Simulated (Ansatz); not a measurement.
**GeH3Se with multiplicity 2: shift of H5 from Se2 to Ge1**

Wanted: the energy profile along the shift of H5 from Se2 to Ge1, from relaxed end points and a band of images. SMILES of the start: [GeH2][SeH].

Program: Ansatz 0.2.0. Level of theory: UKS BLYP/def2-mTZVP. These are calculated values, not measurements.

1 further run of the same task is left out (it didn't finish).

### 1 The structure to begin with

Bond lengths: Ge1–Se2 2.362 Å, Ge1–H3 1.471 Å, Ge1–H4 1.538 Å, Se2–H5 1.529 Å. Angles: Ge1–Se2–H5 89.4°, Se2–Ge1–H3 112.2°, Se2–Ge1–H4 105.9°, H3–Ge1–H4 108.8°.

Coordinates:

```xyz
5

Ge   -0.6206   -0.4289    0.2481
Se    0.6959    1.4238   -0.3955
H     0.1033   -1.7019    0.1069
H    -1.8302   -0.4372   -0.7016
H     1.7017    1.0705    0.7007
```

### 2 Relaxing end A

input.yaml

```yaml
crystal:
  periodic: [false, false, false]
  atoms:
    - { symbol: Ge, position_ang: [-0.6206, -0.4289, 0.2481] }
    - { symbol: Se, position_ang: [0.6959, 1.4238, -0.3955] }
    - { symbol: H, position_ang: [0.1033, -1.7019, 0.1069] }
    - { symbol: H, position_ang: [-1.8302, -0.4372, -0.7016] }
    - { symbol: H, position_ang: [1.7017, 1.0705, 0.7007] }
magnetization:
  spin_polarized: true
  initial_magnetization: 1
basis:
  gaussian: { orbitals: def2-mTZVP }
hamiltonian:
  xc: blyp
relax:
  f_tol: 0.02
  max_steps: 50
output:
  orbitals: {}
```

Started as:

```
$ ansatz run input.yaml --threads 2 --pin off --max-ram 3072MiB --backend cpu --events-out ev --progress --plain --runs-dir out
```

The log of the run, cut to the lines that bear on the results:

```text
Warning: RAYON_NUM_THREADS=2 ignored (pool sized by the plan → 2); use --threads N
[...]
Functional definition: BLYP
[...]
845 factors; their error is unknown
[...]
mean field -121918.31323494 eV, -4480.4153721833 hartree, gradient 2.8e-5 eV, S^2 0.751097; 0 other end points of the search recorded, 0 dependent functions left out
[...]
reference -121918.31352836 eV, -4480.4153829662 hartree; 35, 34 occupied and 46, 47 virtual orbitals, 845 factors
relax step   1: F+E_penalty+E_count = -121918.31323494 eV  Δ(F+E_penalty+E_count) = +0.000e0 eV  max|allowed force component| = 1.482e0 eV/Å  Δτ_max = 0.0000 Å  (27 SCF iters, accepted)
[...]
mean field -121918.46450213 eV, -4480.4209311501 hartree, gradient 1.5e-5 eV, S^2 0.751309; 2 other end points of the search recorded, 0 dependent functions left out
[...]
reference -121918.46479781 eV, -4480.4209420158 hartree; 35, 34 occupied and 46, 47 virtual orbitals, 845 factors
Total energy: -121918.46479781 eV, -4480.4209420158 hartree
Atom 0 at    -0.731225    -0.427466     0.317851 Å, force    -0.002538     0.006975     0.007285 eV/Å
Atom 1 at     0.637799     1.483563    -0.263646 Å, force    -0.003762    -0.004610    -0.003635 eV/Å
Atom 2 at     0.158829    -1.718557     0.166129 Å, force     0.003544     0.000854    -0.004605 eV/Å
Atom 3 at    -1.809190    -0.437831    -0.826120 Å, force     0.004486     0.000179    -0.000765 eV/Å
Atom 4 at     1.793887     1.026591     0.564386 Å, force    -0.001729    -0.003398     0.001720 eV/Å
Dipole moment:     0.041413    -0.106264     0.109535 e Å
```

Wall time 13 s (2 threads of Arm Neoverse V1, shared host); peak memory 0.16 GiB.

Step by step:

```tsv
step	energy from step 1 (eV)	largest force component (eV/Å)
1	0.0000	1.4823
2	-0.1204	0.4234
3	-0.1341	0.2914
4	-0.1446	0.0543
5	-0.1486	0.0789
6	-0.1511	0.0328
7	-0.1513	0.0073
```

Step 1 is the start.

After: Bond lengths: Ge1–Se2 2.422 Å, Ge1–H3 1.575 Å, Ge1–H4 1.572 Å, Se2–H5 1.494 Å. Angles: Ge1–Se2–H5 93.6°, Se2–Ge1–H3 107.7°, Se2–Ge1–H4 102.6°, H3–Ge1–H4 108.2°.

### 3 Relaxing end B

The second end starts from a geometry with the move made by hand.

Changes to input.yaml since step 2:

```diff
@@ -7,3 +7,3 @@
     - { symbol: H, position_ang: [-1.8302, -0.4372, -0.7016] }
-    - { symbol: H, position_ang: [1.7017, 1.0705, 0.7007] }
+    - { symbol: H, position_ang: [-0.40351, 0.0551, 1.6832] }
 magnetization:
```

Started as:

```
$ ansatz run input.yaml --threads 2 --pin off --max-ram 3072MiB --backend cpu --events-out ev --progress --plain --runs-dir out
```

The log of the run, cut to the lines that bear on the results:

```text
Warning: RAYON_NUM_THREADS=2 ignored (pool sized by the plan → 2); use --threads N
[...]
[... 1 set-up line as earlier in the session ...]
[...]
845 factors; their error is unknown
[...]
mean field -121918.04936038 eV, -4480.4056749721 hartree, gradient 7.8e-6 eV, S^2 0.751752; 3 other end points of the search recorded, 0 dependent functions left out
[...]
reference -121918.04964927 eV, -4480.4056855884 hartree; 35, 34 occupied and 46, 47 virtual orbitals, 845 factors
[...]
Atom 0 at    -0.508219    -0.358121     0.223426 Å, force    -0.000584    -0.002308     0.001247 eV/Å
Atom 1 at     0.834036     1.452995    -0.572564 Å, force     0.001771     0.002544    -0.001275 eV/Å
Atom 2 at     0.221142    -1.715907     0.049995 Å, force    -0.000366     0.000079     0.000054 eV/Å
Atom 3 at    -1.882086    -0.397301    -0.495180 Å, force    -0.000611    -0.000112    -0.000381 eV/Å
Atom 4 at    -0.719982    -0.070766     1.735423 Å, force    -0.000209    -0.000203     0.000355 eV/Å
Dipole moment:    -0.142447    -0.192744     0.083123 e Å
```

It took 20 s on 2 threads of Arm Neoverse V1, shared host; peak memory 0.17 GiB.

Relaxation path:

```tsv
step	energy from step 1 (eV)	largest force component (eV/Å)
1	0.0000	1.3567
2	-0.3598	0.4652
3	-0.4232	0.2526
4	-0.4268	0.0588
5	-0.4269	0.0025
```

Step 1 is the start.

After: Bond lengths: Ge1–Se2 2.391 Å, Ge1–H3 1.551 Å, Ge1–H4 1.551 Å, Ge1–H5 1.554 Å. Angles: Se2–Ge1–H3 111.2°, Se2–Ge1–H4 111.2°, Se2–Ge1–H5 105.1°, H3–Ge1–H4 110.0°, H3–Ge1–H5 109.6°, H4–Ge1–H5 109.6°.

### 4 The band

crystal.atoms is end A as relaxed above, and neb.final_atoms is end B, turned to lie on A. With 9 inner images the band has 11 in all. The start path is listed, through a guess of the saddle.

input.yaml

```yaml
crystal:
  periodic: [false, false, false]
  atoms:
    - { symbol: Ge, position_ang: [-0.731225, -0.427466, 0.317851] }
    - { symbol: Se, position_ang: [0.637799, 1.483563, -0.263646] }
    - { symbol: H, position_ang: [0.158829, -1.718557, 0.166129] }
    - { symbol: H, position_ang: [-1.80919, -0.437831, -0.82612] }
    - { symbol: H, position_ang: [1.793887, 1.026591, 0.564386] }
magnetization:
  spin_polarized: true
  initial_magnetization: 1
basis:
  gaussian: { orbitals: def2-mTZVP }
hamiltonian:
  xc: blyp
neb:
  order_check: false
  images: 9
  f_tol: 0.05
  max_iterations: 41
  final_atoms:
    - { symbol: Ge, position_ang: [-0.06355489, -0.1411514, 0.08647242] }
    - { symbol: Se, position_ang: [0.80460919, 1.44571948, -1.47670436] }
    - { symbol: H, position_ang: [0.46208736, -1.56933876, -0.21287636] }
    - { symbol: H, position_ang: [-1.61448922, -0.13558669, 0.08992769] }
    - { symbol: H, position_ang: [0.46144756, 0.32665737, 1.47178061] }
  initial_path:
    images:
      - { positions_ang: [[-0.731225, -0.427466, 0.317851], [0.637799, 1.483563, -0.263646], [0.158829, -1.718557, 0.166129], [-1.80919, -0.437831, -0.82612], [1.793887, 1.026591, 0.564386]] }
      - { positions_ang: [[-0.658212, -0.40284791, 0.30305366], [0.67486012, 1.4854951, -0.35544971], [0.18677926, -1.69428336, 0.1363983], [-1.79511689, -0.4149395, -0.75076837], [1.64178951, 0.95287567, 0.62536613]] }
      - { positions_ang: [[-0.585199, -0.37822981, 0.28825632], [0.71192124, 1.48742719, -0.44725343], [0.21472952, -1.67000971, 0.10666761], [-1.78104378, -0.39204801, -0.67541675], [1.48969202, 0.87916034, 0.68634625]] }
      - { positions_ang: [[-0.512186, -0.35361172, 0.27345898], [0.74898235, 1.48935929, -0.53905714], [0.24267978, -1.64573607, 0.07693691], [-1.76697067, -0.36915651, -0.60006512], [1.33759453, 0.80544502, 0.74732638]] }
      - { positions_ang: [[-0.43917299, -0.32899363, 0.25866164], [0.78604347, 1.49129138, -0.63086086], [0.27063005, -1.62146243, 0.04720621], [-1.75289756, -0.34626502, -0.52471349], [1.18549703, 0.73172969, 0.8083065]] }
      - { positions_ang: [[-0.36615999, -0.30437553, 0.2438643], [0.82310459, 1.49322348, -0.72266457], [0.29858031, -1.59718878, 0.01747552], [-1.73882445, -0.32337352, -0.44936187], [1.03339954, 0.65801436, 0.86928663]] }
      - { positions_ang: [[-0.30563897, -0.27173071, 0.21238592], [0.81940551, 1.48372268, -0.87347253], [0.33128172, -1.59161878, -0.02859486], [-1.7139574, -0.28581616, -0.34150395], [0.91900915, 0.59174296, 0.98978542]] }
      - { positions_ang: [[-0.24511795, -0.23908588, 0.18090755], [0.81570643, 1.47422188, -1.02428049], [0.36398313, -1.58604877, -0.07466523], [-1.68909035, -0.24825879, -0.23364604], [0.80461875, 0.52547157, 1.11028422]] }
      - { positions_ang: [[-0.18459693, -0.20644105, 0.14942917], [0.81200735, 1.46472108, -1.17508845], [0.39668454, -1.58047877, -0.12073561], [-1.66422331, -0.21070142, -0.12578813], [0.69022836, 0.45920017, 1.23078301]] }
      - { positions_ang: [[-0.12407591, -0.17379623, 0.1179508], [0.80830827, 1.45522028, -1.32589641], [0.42938595, -1.57490877, -0.16680598], [-1.63935626, -0.17314405, -0.01793022], [0.57583796, 0.39292877, 1.35128181]] }
      - { positions_ang: [[-0.06355489, -0.1411514, 0.08647242], [0.80460919, 1.44571948, -1.47670436], [0.46208736, -1.56933876, -0.21287636], [-1.61448922, -0.13558669, 0.08992769], [0.46144756, 0.32665737, 1.47178061]] }
```

Started as:

```
$ ansatz run input.yaml --threads 2 --pin off --max-ram 3072MiB --backend cpu --events-out ev --progress --plain --runs-dir out
```

The log of the run, cut to the lines that bear on the results:

```text
Warning: RAYON_NUM_THREADS=2 ignored (pool sized by the plan → 2); use --threads N
[...]
[... 1 set-up line as earlier in the session ...]
[...]
845 factors; their error is unknown
[...]
mean field -121918.46450396 eV, -4480.4209312170 hartree, gradient 3.2e-5 eV, S^2 0.751309; 1 other end points of the search recorded, 0 dependent functions left out
[...]
reference -121918.46479997 eV, -4480.4209420955 hartree; 35, 34 occupied and 46, 47 virtual orbitals, 845 factors
[...]
Atom 1 at     1.044257     1.457044    -0.744379 Å, force     0.004667     0.005252    -0.002282 eV/Å
Atom 2 at     0.349348    -1.791072    -0.153051 Å, force     0.001134     0.002381     0.000594 eV/Å
Atom 3 at    -1.783087    -0.267221    -0.105683 Å, force    -0.000252     0.000787     0.000890 eV/Å
Atom 4 at     0.681008     0.897312     0.895029 Å, force     0.000292     0.000339     0.000226 eV/Å
Dipole moment:    -0.201890    -0.286896     0.126712 e Å
this run last wrote the band of iteration 7 to <dir>
```

It took 2.1 min on 2 threads of Arm Neoverse V1, shared host; peak memory 0.17 GiB.

### 5 The band, image by image

The 9 inner images lie between the fixed ends 0 and 10. Energy is taken from image 0, and the path length is the program's own coordinate along the band.

```tsv
image	path (Å)	energy (eV)	H5–Se2 (Å)	H5–Ge1 (Å)	band force (eV/Å)
0	0.000	0.0000	1.49	2.92	-
1	0.369	0.0265	1.49	2.94	0.005
2	0.738	0.1023	1.49	2.91	0.011
3	1.107	0.1907	1.49	2.81	0.028
4	1.475	0.3801	1.49	2.50	0.017
5	1.844	0.7842	1.53	2.12	0.024
6*	2.212	1.1413	1.77	1.77	0.008
7	2.521	0.8041	2.13	1.63	0.009
8	2.830	0.3427	2.50	1.57	0.006
9	3.139	0.0734	2.86	1.55	0.002
10	3.448	-0.0118	3.17	1.55	-
```

The star marks the climbing image.

image, energy (eV) and a bar:
```
        0      0.000 
        1      0.026 #
        2      0.102 ###
        3      0.191 #####
        4      0.380 ##########
        5      0.784 #####################
        6      1.141 ##############################
        7      0.804 #####################
        8      0.343 #########
        9      0.073 ##
       10     -0.012
```

How the highest energy settled:

```tsv
iteration	highest image above image 0 (eV)	largest band force (eV/Å)
1	1.4023	1.389
2	1.1371	0.547
3	1.1603	0.561
4	1.1502	0.162
5	1.1415	0.140
6	1.1413	0.073
7	1.1413	0.028
```

The band as a trajectory file:

```xyz
5
image=0 dE=0.0000
Ge   -0.731   -0.427    0.318
Se    0.638    1.484   -0.264
H     0.159   -1.719    0.166
H    -1.809   -0.438   -0.826
H     1.794    1.027    0.564
5
image=1 dE=0.0265
Ge   -0.657   -0.463    0.300
Se    0.728    1.397   -0.388
H     0.098   -1.828    0.063
H    -1.842   -0.387   -0.726
H     1.723    1.207    0.710
5
image=2 dE=0.1023
Ge   -0.572   -0.503    0.257
Se    0.848    1.317   -0.465
H     0.070   -1.905   -0.067
H    -1.872   -0.352   -0.604
H     1.576    1.369    0.837
5
image=3 dE=0.1907
Ge   -0.482   -0.536    0.203
Se    0.979    1.250   -0.509
H     0.095   -1.939   -0.194
H    -1.884   -0.328   -0.459
H     1.342    1.478    0.917
5
image=4 dE=0.3801
Ge   -0.391   -0.517    0.147
Se    1.051    1.277   -0.564
H     0.200   -1.912   -0.220
H    -1.859   -0.290   -0.326
H     1.050    1.369    0.922
5
image=5 dE=0.7842
Ge   -0.323   -0.458    0.105
Se    1.059    1.373   -0.617
H     0.299   -1.853   -0.174
H    -1.824   -0.274   -0.238
H     0.839    1.138    0.883
5
image=6 dE=1.1413
Ge   -0.241   -0.370    0.067
Se    1.044    1.457   -0.744
H     0.349   -1.791   -0.153
H    -1.783   -0.267   -0.106
H     0.681    0.897    0.895
5
image=7 dE=0.8041
Ge   -0.183   -0.296    0.035
Se    1.003    1.504   -0.928
H     0.366   -1.746   -0.159
H    -1.744   -0.270   -0.004
H     0.609    0.734    1.015
5
image=8 dE=0.3427
Ge   -0.141   -0.237    0.021
Se    0.949    1.521   -1.123
H     0.386   -1.693   -0.166
H    -1.699   -0.251    0.065
H     0.555    0.587    1.161
5
image=9 dE=0.0734
Ge   -0.101   -0.186    0.042
Se    0.882    1.501   -1.312
H     0.416   -1.635   -0.183
H    -1.655   -0.207    0.092
H     0.509    0.453    1.319
5
image=10 dE=-0.0118
Ge   -0.064   -0.141    0.086
Se    0.805    1.446   -1.477
H     0.462   -1.569   -0.213
H    -1.614   -0.136    0.090
H     0.461    0.327    1.472
```

### 6 Vibrations at the top

The geometry is the highest inner image of the first converged band.

input.yaml

```yaml
crystal:
  periodic: [false, false, false]
  atoms:
    - { symbol: Ge, position_ang: [-0.241426, -0.369764, 0.066685] }
    - { symbol: Se, position_ang: [1.044257, 1.457044, -0.744379] }
    - { symbol: H, position_ang: [0.349348, -1.791072, -0.153051] }
    - { symbol: H, position_ang: [-1.783087, -0.267221, -0.105683] }
    - { symbol: H, position_ang: [0.681008, 0.897312, 0.895029] }
magnetization:
  spin_polarized: true
  initial_magnetization: 1
basis:
  gaussian: { orbitals: def2-mTZVP }
hamiltonian:
  xc: blyp
phonons: {}
```

Started as:

```
$ ansatz run input.yaml --threads 2 --pin off --max-ram 3072MiB --backend cpu --events-out ev --progress --plain --runs-dir out
```

The log of the run, cut to the lines that bear on the results:

```text
Warning: RAYON_NUM_THREADS=2 ignored (pool sized by the plan → 2); use --threads N
[...]
[... 1 set-up line as earlier in the session ...]
[...]
845 factors; their error is unknown
[...]
mean field -121917.32322959 eV, -4480.3789901576 hartree, gradient 2.6e-5 eV, S^2 0.752747; 1 other end points of the search recorded, 0 dependent functions left out
[...]
reference -121917.32350824 eV, -4480.3790003977 hartree; 35, 34 occupied and 46, 47 virtual orbitals, 845 factors
[...]
845 factors; their error is unknown
[...]
WARN: phonons: modes at or below zero, which the zero-point energy, F, S and C_V leave out: 1, the lowest at -1187.50 cm⁻¹. A minimum has none, and a first-order saddle one
[...]
Atom 0 at    -0.241426    -0.369764     0.066685 Å, force    -0.005859    -0.008739     0.000521 eV/Å
Atom 1 at     1.044257     1.457044    -0.744379 Å, force     0.004662     0.005205    -0.002248 eV/Å
Atom 2 at     0.349348    -1.791072    -0.153051 Å, force     0.001120     0.002430     0.000603 eV/Å
Atom 3 at    -1.783087    -0.267221    -0.105683 Å, force    -0.000216     0.000760     0.000913 eV/Å
Atom 4 at     0.681008     0.897312     0.895029 Å, force     0.000293     0.000343     0.000211 eV/Å
Dipole moment:    -0.201891    -0.286895     0.126712 e Å
Vibrations: -1187.50 279.36 347.53 493.35 502.26 790.94 1416.99 1986.54 2039.47 cm⁻¹, zero-point energy 0.487037 eV
```

Wall time 29 s (2 threads of Arm Neoverse V1, shared host); peak memory 0.14 GiB.

Of 9 modes, 1 is imaginary by more than 30 cm⁻¹ (1188i cm⁻¹).

### 7 Another band, settings changed

crystal.atoms is end A as relaxed above, and neb.final_atoms is end B, turned to lie on A. With 2 inner images the band has 4 in all. The start path is listed, through a guess of the saddle.

input.yaml

```yaml
crystal:
  periodic: [false, false, false]
  atoms:
    - { symbol: Ge, position_ang: [-0.731225, -0.427466, 0.317851] }
    - { symbol: Se, position_ang: [0.637799, 1.483563, -0.263646] }
    - { symbol: H, position_ang: [0.158829, -1.718557, 0.166129] }
    - { symbol: H, position_ang: [-1.80919, -0.437831, -0.82612] }
    - { symbol: H, position_ang: [1.793887, 1.026591, 0.564386] }
magnetization:
  spin_polarized: true
  initial_magnetization: 1
basis:
  gaussian: { orbitals: def2-mTZVP }
hamiltonian:
  xc: blyp
neb:
  order_check: false
  images: 2
  f_tol: 0.05
  max_iterations: 60
  climbing: true
  final_atoms:
    - { symbol: Ge, position_ang: [-0.06355489, -0.1411514, 0.08647242] }
    - { symbol: Se, position_ang: [0.80460919, 1.44571948, -1.47670436] }
    - { symbol: H, position_ang: [0.46208736, -1.56933876, -0.21287636] }
    - { symbol: H, position_ang: [-1.61448922, -0.13558669, 0.08992769] }
    - { symbol: H, position_ang: [0.46144756, 0.32665737, 1.47178061] }
  initial_path:
    images:
      - { positions_ang: [[-0.731225, -0.427466, 0.317851], [0.637799, 1.483563, -0.263646], [0.158829, -1.718557, 0.166129], [-1.80919, -0.437831, -0.82612], [1.793887, 1.026591, 0.564386]] }
      - { positions_ang: [[-0.48784833, -0.34540569, 0.26852653], [0.76133606, 1.49000332, -0.56965838], [0.25199654, -1.63764486, 0.06702668], [-1.76227963, -0.36152602, -0.57494791], [1.28689536, 0.78087324, 0.76765309]] }
      - { positions_ang: [[-0.26529163, -0.24996749, 0.19140034], [0.81693946, 1.47738881, -0.97401117], [0.35308266, -1.58790544, -0.05930844], [-1.69737937, -0.26077791, -0.26959868], [0.84274888, 0.54756203, 1.07011795]] }
      - { positions_ang: [[-0.06355489, -0.1411514, 0.08647242], [0.80460919, 1.44571948, -1.47670436], [0.46208736, -1.56933876, -0.21287636], [-1.61448922, -0.13558669, 0.08992769], [0.46144756, 0.32665737, 1.47178061]] }
```

Started as:

```
$ ansatz run input.yaml --threads 2 --pin off --max-ram 3072MiB --backend cpu --events-out ev --progress --plain --runs-dir out
```

The log of the run, cut to the lines that bear on the results:

```text
Warning: RAYON_NUM_THREADS=2 ignored (pool sized by the plan → 2); use --threads N
[...]
[... 1 set-up line as earlier in the session ...]
[...]
845 factors; their error is unknown
[...]
mean field -121918.46450396 eV, -4480.4209312170 hartree, gradient 3.2e-5 eV, S^2 0.751309; 1 other end points of the search recorded, 0 dependent functions left out
[...]
reference -121918.46479997 eV, -4480.4209420955 hartree; 35, 34 occupied and 46, 47 virtual orbitals, 845 factors
[...]
Atom 1 at     1.021373     1.460006    -0.764478 Å, force     0.009756     0.011634     0.008194 eV/Å
Atom 2 at     0.354566    -1.771889    -0.141212 Å, force    -0.004872    -0.018625    -0.000602 eV/Å
Atom 3 at    -1.797784    -0.278784    -0.094995 Å, force    -0.005860     0.010728     0.013678 eV/Å
Atom 4 at     0.726376     0.876528     0.882746 Å, force    -0.016367     0.017317    -0.008473 eV/Å
Dipole moment:    -0.202219    -0.284927     0.132039 e Å
this run last wrote the band of iteration 8 to <dir>
```

Wall time 36 s (2 threads of Arm Neoverse V1, shared host); peak memory 0.17 GiB.

### 8 What the band shows

The 2 inner images lie between the fixed ends 0 and 3. Energy is taken from image 0, and the path length is the program's own coordinate along the band.

```tsv
image	path (Å)	energy (eV)	H5–Se2 (Å)	H5–Ge1 (Å)	band force (eV/Å)
0	0.000	0.0000	1.49	2.92	-
1	0.921	0.2347	1.49	2.63	0.018
2*	1.843	1.1424	1.77	1.77	0.021
3	3.046	-0.0118	3.17	1.55	-
```

The star marks the climbing image.

image, energy (eV) and a bar:
```
        0      0.000 
        1      0.235 ######
        2      1.142 ##############################
        3     -0.012
```

### 9 The band again, with other settings

crystal.atoms is end A as relaxed above, and neb.final_atoms is end B, turned to lie on A. With 9 inner images the band has 11 in all.

input.yaml

```yaml
crystal:
  periodic: [false, false, false]
  atoms:
    - { symbol: Ge, position_ang: [-0.731225, -0.427466, 0.317851] }
    - { symbol: Se, position_ang: [0.637799, 1.483563, -0.263646] }
    - { symbol: H, position_ang: [0.158829, -1.718557, 0.166129] }
    - { symbol: H, position_ang: [-1.80919, -0.437831, -0.82612] }
    - { symbol: H, position_ang: [1.793887, 1.026591, 0.564386] }
magnetization:
  spin_polarized: true
  initial_magnetization: 1
basis:
  gaussian: { orbitals: def2-mTZVP }
hamiltonian:
  xc: blyp
neb:
  order_check: false
  images: 9
  f_tol: 0.05
  max_iterations: 60
  initial_path: linear
  final_atoms:
    - { symbol: Ge, position_ang: [-0.06355489, -0.1411514, 0.08647242] }
    - { symbol: Se, position_ang: [0.80460919, 1.44571948, -1.47670436] }
    - { symbol: H, position_ang: [0.46208736, -1.56933876, -0.21287636] }
    - { symbol: H, position_ang: [-1.61448922, -0.13558669, 0.08992769] }
    - { symbol: H, position_ang: [0.46144756, 0.32665737, 1.47178061] }
```

Started as:

```
$ ansatz run input.yaml --threads 2 --pin off --max-ram 3072MiB --backend cpu --events-out ev --progress --plain --runs-dir out
```

The log of the run, cut to the lines that bear on the results:

```text
Warning: RAYON_NUM_THREADS=2 ignored (pool sized by the plan → 2); use --threads N
[...]
[... 1 set-up line as earlier in the session ...]
[...]
845 factors; their error is unknown
[...]
mean field -121918.46450396 eV, -4480.4209312170 hartree, gradient 3.2e-5 eV, S^2 0.751309; 1 other end points of the search recorded, 0 dependent functions left out
[...]
reference -121918.46479997 eV, -4480.4209420955 hartree; 35, 34 occupied and 46, 47 virtual orbitals, 845 factors
[...]
Atom 1 at     0.767448     1.569030    -0.842790 Å, force    -0.000455    -0.001248     0.001251 eV/Å
Atom 2 at     0.508941    -1.741643    -0.249676 Å, force     0.000130    -0.001269    -0.000263 eV/Å
Atom 3 at    -1.742234    -0.456988     0.144297 Å, force    -0.008869    -0.000556     0.000422 eV/Å
Atom 4 at     0.706228     0.951844     0.814768 Å, force     0.000790     0.001956     0.000145 eV/Å
Dipole moment:    -0.151022    -0.309209     0.146318 e Å
this run last wrote the band of iteration 9 to <dir>
```

It took 2.6 min on 2 threads of Arm Neoverse V1, shared host; peak memory 0.17 GiB.

(Part 1 of 2 ends here.)
